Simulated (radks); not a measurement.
# Ionising lead step by step, Pb²¹⁺ to Pb⁴¹⁺

Aim: the successive ionisation energies of lead, each ion in the ground configuration that NIST lists, set against the tabulated values. Each value is a difference of total energies (Δ-SCF).

Program: radks (a radial shooting solver on a logarithmic mesh, Libxc functionals) version 1. Level of theory: Dirac Kohn-Sham, relativistic LDA (MacDonald-Vosko exchange, VWN5 correlation), spin-unpolarised, spherical densities, finite nucleus; open shells fill j = l - 1/2 first. These are calculated values, not measurements, unless marked.

## (1) The system

| Item | Value |
| --- | --- |
| element | lead (Z = 82) |
| charges | 21 to 41 |
| first configuration | [Kr] 4d10 4f13 5s2 |
| last configuration | [Kr] 4d5 |

## (2) Pb²¹⁺, [Kr] 4d10 4f13 5s2

The run's settings:

```text
Z 82
configuration [Kr] 4d10 4f13 5s2
relativity Dirac
functional lda_x_rel,vwn5
spin unpolarised
j_filling energy
nucleus finite rms 5.5012 fm
c 137.035999084
```

## (3) Pb²²⁺, [Kr] 4d10 4f13 5s1

Settings, as their differences from step 2:

```diff
@@ -1,3 +1,3 @@
 Z 82
-configuration [Kr] 4d10 4f13 5s2
+configuration [Kr] 4d10 4f13 5s1 5p0 6s0
 relativity Dirac
```

## (4) Pb²³⁺, [Kr] 4d10 4f13

Settings, as their differences from step 3:

```diff
@@ -1,3 +1,3 @@
 Z 82
-configuration [Kr] 4d10 4f13 5s1 5p0 6s0
+configuration [Kr] 4d10 4f13 5s0 5p0
 relativity Dirac
```

## (5) Pb²⁴⁺, [Kr] 4d10 4f12

Settings, as their differences from step 4:

```diff
@@ -1,3 +1,3 @@
 Z 82
-configuration [Kr] 4d10 4f13 5s0 5p0
+configuration [Kr] 4d10 4f12
 relativity Dirac
```

## (6) Pb²⁵⁺, [Kr] 4d10 4f11

Settings, as their differences from step 5:

```diff
@@ -1,3 +1,3 @@
 Z 82
-configuration [Kr] 4d10 4f12
+configuration [Kr] 4d10 4f11
 relativity Dirac
```

## (7) Pb²⁶⁺, [Kr] 4d10 4f10

Settings, as their differences from step 6:

```diff
@@ -1,3 +1,3 @@
 Z 82
-configuration [Kr] 4d10 4f11
+configuration [Kr] 4d10 4f10
 relativity Dirac
```

## (8) Pb²⁷⁺, [Kr] 4d10 4f9

Settings, as their differences from step 7:

```diff
@@ -1,3 +1,3 @@
 Z 82
-configuration [Kr] 4d10 4f10
+configuration [Kr] 4d10 4f9
 relativity Dirac
```

## (9) Pb²⁸⁺, [Kr] 4d10 4f8

Settings, as their differences from step 8:

```diff
@@ -1,3 +1,3 @@
 Z 82
-configuration [Kr] 4d10 4f9
+configuration [Kr] 4d10 4f8 5s0 5p0
 relativity Dirac
```

## (10) Pb²⁹⁺, [Kr] 4d10 4f7

Settings, as their differences from step 9:

```diff
@@ -1,3 +1,3 @@
 Z 82
-configuration [Kr] 4d10 4f8 5s0 5p0
+configuration [Kr] 4d10 4f7
 relativity Dirac
```

## (11) Pb³⁰⁺, [Kr] 4d10 4f6

Settings, as their differences from step 10:

```diff
@@ -1,3 +1,3 @@
 Z 82
-configuration [Kr] 4d10 4f7
+configuration [Kr] 4d10 4f6 5s0 5p0
 relativity Dirac
```

## (12) Pb³¹⁺, [Kr] 4d10 4f5

Settings, as their differences from step 11:

```diff
@@ -1,3 +1,3 @@
 Z 82
-configuration [Kr] 4d10 4f6 5s0 5p0
+configuration [Kr] 4d10 4f5
 relativity Dirac
```

## (13) Pb³²⁺, [Kr] 4d10 4f4

Settings, as their differences from step 12:

```diff
@@ -1,3 +1,3 @@
 Z 82
-configuration [Kr] 4d10 4f5
+configuration [Kr] 4d10 4f4
 relativity Dirac
```

## (14) Pb³³⁺, [Kr] 4d10 4f3

Settings, as their differences from step 13:

```diff
@@ -1,3 +1,3 @@
 Z 82
-configuration [Kr] 4d10 4f4
+configuration [Kr] 4d10 4f3
 relativity Dirac
```

## (15) Pb³⁴⁺, [Kr] 4d10 4f2

Settings, as their differences from step 14:

```diff
@@ -1,3 +1,3 @@
 Z 82
-configuration [Kr] 4d10 4f3
+configuration [Kr] 4d10 4f2
 relativity Dirac
```

## (16) Pb³⁵⁺, [Kr] 4d10 4f1

Settings, as their differences from step 15:

```diff
@@ -1,3 +1,3 @@
 Z 82
-configuration [Kr] 4d10 4f2
+configuration [Kr] 4d10 4f1
 relativity Dirac
```

## (17) Pb³⁶⁺, [Kr] 4d10

Settings, as their differences from step 16:

```diff
@@ -1,3 +1,3 @@
 Z 82
-configuration [Kr] 4d10 4f1
+configuration [Kr] 4d10
 relativity Dirac
```

## (18) Pb³⁷⁺, [Kr] 4d9

Settings, as their differences from step 17:

```diff
@@ -1,3 +1,3 @@
 Z 82
-configuration [Kr] 4d10
+configuration [Kr] 4d9
 relativity Dirac
```

## (19) Pb³⁸⁺, [Kr] 4d8

Settings, as their differences from step 18:

```diff
@@ -1,3 +1,3 @@
 Z 82
-configuration [Kr] 4d9
+configuration [Kr] 4d8 5s0 5p0
 relativity Dirac
```

## (20) Pb³⁹⁺, [Kr] 4d7

Settings, as their differences from step 19:

```diff
@@ -1,3 +1,3 @@
 Z 82
-configuration [Kr] 4d8 5s0 5p0
+configuration [Kr] 4d7
 relativity Dirac
```

## (21) Pb⁴⁰⁺, [Kr] 4d6

Settings, as their differences from step 20:

```diff
@@ -1,3 +1,3 @@
 Z 82
-configuration [Kr] 4d7
+configuration [Kr] 4d6 5s0 5p0
 relativity Dirac
```

## (22) Pb⁴¹⁺, [Kr] 4d5

Settings, as their differences from step 21:

```diff
@@ -1,3 +1,3 @@
 Z 82
-configuration [Kr] 4d6 5s0 5p0
+configuration [Kr] 4d5
 relativity Dirac
```

Q: Predict the outcome of this session. Wanted: for each run, species; configuration; Δ-SCF; −ε(HOMO); NIST; error.

The runs gave:

```
species       configuration  Δ-SCF (eV)  −ε(HOMO) (eV)      NIST (eV)  error (%)
  Pb²¹⁺  [Kr] 4d10 4f13 5s2      607.47         592.79   610 (theory)       -0.4
  Pb²²⁺  [Kr] 4d10 4f13 5s1      636.84         622.16   650 (theory)       -2.0
  Pb²³⁺      [Kr] 4d10 4f13      723.19         698.63   690 (theory)       +4.8
  Pb²⁴⁺      [Kr] 4d10 4f12      773.12         747.96   750 (theory)       +3.1
  Pb²⁵⁺      [Kr] 4d10 4f11      824.23         798.48   810 (theory)       +1.8
  Pb²⁶⁺      [Kr] 4d10 4f10      876.51         850.18   870 (theory)       +0.7
  Pb²⁷⁺       [Kr] 4d10 4f9      929.94         903.04   930 (theory)       -0.0
  Pb²⁸⁺       [Kr] 4d10 4f8      984.51         957.04   990 (theory)       -0.6
  Pb²⁹⁺       [Kr] 4d10 4f7      1040.2         1012.2  1050 (theory)       -0.9
  Pb³⁰⁺       [Kr] 4d10 4f6      1104.2         1075.4  1120 (theory)       -1.4
  Pb³¹⁺       [Kr] 4d10 4f5      1162.5         1133.2  1180 (theory)       -1.5
  Pb³²⁺       [Kr] 4d10 4f4      1221.9         1192.0  1240 (theory)       -1.5
  Pb³³⁺       [Kr] 4d10 4f3      1282.4         1252.0  1300 (theory)       -1.4
  Pb³⁴⁺       [Kr] 4d10 4f2      1343.9         1313.0  1360 (theory)       -1.2
  Pb³⁵⁺       [Kr] 4d10 4f1      1406.5         1375.0  1430 (theory)       -1.6
  Pb³⁶⁺           [Kr] 4d10      1703.1         1673.6  1704 (theory)       -0.1
  Pb³⁷⁺            [Kr] 4d9      1762.6         1732.8  1760 (theory)       +0.1
  Pb³⁸⁺            [Kr] 4d8      1822.7         1792.5  1819 (theory)       +0.2
  Pb³⁹⁺            [Kr] 4d7      1883.4         1852.9  1884 (theory)       -0.0
  Pb⁴⁰⁺            [Kr] 4d6      1944.6         1913.9  1945 (theory)       -0.0
```

What this shows: Reference values: NIST Atomic Spectra Database (exp. measured, semi-emp. semi-empirical, theory a theoretical value adopted there). Per unit of the charge left behind, the cost jumps most at Pb³⁶⁺ ([Kr] 4d10): from 1406.5 to 1703.1 eV. There the highest level belongs to another shell. Minus the highest eigenvalue gives 97 to 98 % of the Δ-SCF value along the ladder. Spin polarisation and multiplet splitting are left out, so open shells lie too high by an amount that depends on their filling.
